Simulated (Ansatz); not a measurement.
# InSb2S4Br: a short molecular-dynamics run

Aim: set InSb2S4Br (a database structure, 16 atoms, not relaxed) in motion for 60 steps of 3 fs at constant energy, with velocities drawn for 2000 K, and see how temperature, energy and positions respond.

Program: Ansatz 0.2.0. Level of theory: DFT PBEsol, plane waves, PAW, scalar-relativistic, no spin polarisation. These are calculated values, not measurements.

The cell holds 16 atoms (Br2In2S8Sb4): a = 3.922 Å, b = 10.419 Å, c = 11.429 Å, α = 114.64°, β = 80.12°, γ = 100.85°.

Structure file:

```
In Sb S Br
1.0
     0.00000    3.92240    0.00000
    10.23304   -1.96120    0.00000
    -4.47572    1.96120  -10.33114
In Sb S Br
2 4 8 2
Cartesian
  -0.8451 1.9612 -4.4814
  6.6024 1.9612 -5.8497
  2.2023 0.0000 -2.2408
  3.5550 3.9224 -8.0903
  -0.8396 3.9224 -9.3294
  6.5970 0.0000 -1.0017
  -2.1355 1.9612 -6.7338
  7.8928 1.9612 -3.5973
  1.3061 1.9612 -8.9726
  4.4512 1.9612 -1.3585
  -2.5447 1.9612 -10.0760
  8.3020 1.9612 -0.2552
  0.4726 1.9612 -2.1923
  5.2847 1.9612 -8.1389
  0.9505 3.9224 -5.5243
  4.8068 0.0000 -4.8069
```

The structure above is the start of the run; the results belong to its end.

| quantity | value |
| --- | --- |
| length | 60 steps of 3 fs |
| temperature, first and last step | 2000 and 774 K |
| temperature, second half | mean 820 K, from 692 to 1019 K |
| potential energy, second half | +143 meV/atom from the start |
| largest change of the total energy | 0.38 meV/atom |
| mean square displacement, second half | In 0.410, Br 0.383, Sb 0.377, S 0.206 Å² |

The temperature starts at 2000 K and averages 820 K in the second half, where it ranges from 692 to 1019 K. The total energy strays from its start by at most 0.38 meV/atom, 0.3 % of the mean kinetic energy, so a step of 3 fs is short enough over this time. The farthest move is 0.99 Å against a mean nearest distance of 2.6 Å: a large displacement, and the run is too short to tell whether atoms leave their places. Settings off the usual here: scf.lower_state_search, scf.algorithm. 180 fs on 16 atoms is far too short and small for converged averages.

**Question.** Which input and command would start the first run of this session?

The input that was used; it is not the only one that fits:

The input, input.yaml:

```yaml
crystal:
  lattice:
    - [0.0, 3.922404, 0.0]
    - [10.233042, -1.961202, 0.0]
    - [-4.47572, 1.961202, -10.331138]
  atoms:
    - { symbol: In, position: [0.33668, 0.10714, 0.43378] }
    - { symbol: In, position: [0.66332, 0.89286, 0.56622] }
    - { symbol: Sb, position: [0.04659, 0.31008, 0.2169] }
    - { symbol: Sb, position: [0.95341, 0.68992, 0.7831] }
    - { symbol: Sb, position: [0.70494, 0.31292, 0.90304] }
    - { symbol: Sb, position: [0.29506, 0.68708, 0.09696] }
    - { symbol: S, position: [0.2123, 0.0764, 0.6518] }
    - { symbol: S, position: [0.7877, 0.9236, 0.3482] }
    - { symbol: S, position: [0.3195, 0.5075, 0.8685] }
    - { symbol: S, position: [0.6805, 0.4925, 0.1315] }
    - { symbol: S, position: [0.1013, 0.1779, 0.9753] }
    - { symbol: S, position: [0.8987, 0.8221, 0.0247] }
    - { symbol: S, position: [0.4634, 0.139, 0.2122] }
    - { symbol: S, position: [0.5366, 0.861, 0.7878] }
    - { symbol: Br, position: [0.89602, 0.32676, 0.53472] }
    - { symbol: Br, position: [0.10398, 0.67324, 0.46528] }
kpoints:
  mp_grid: { grid: [4, 2, 2] }
magnetization:
  spin_polarized: false
scf:
  occupations: { method: fermi_dirac, width: 0.1 }
  lower_state_search: standard
  algorithm: density_mixing
hamiltonian:
  pseudopotentials: { kind: paw }
  xc: pbesol
basis:
  ecutwfc: 420
md:
  timestep: 3.0
  n_steps: 60
  ensemble: nve
  temperature: 2000.0
  initial_velocities: maxwell_boltzmann
  seed: 852564
```

On the command line:

```sh
> ansatz run input.yaml --threads 2 --pin off --max-ram 2560MiB --backend cpu --events-out ev --progress --plain --runs-dir out
```
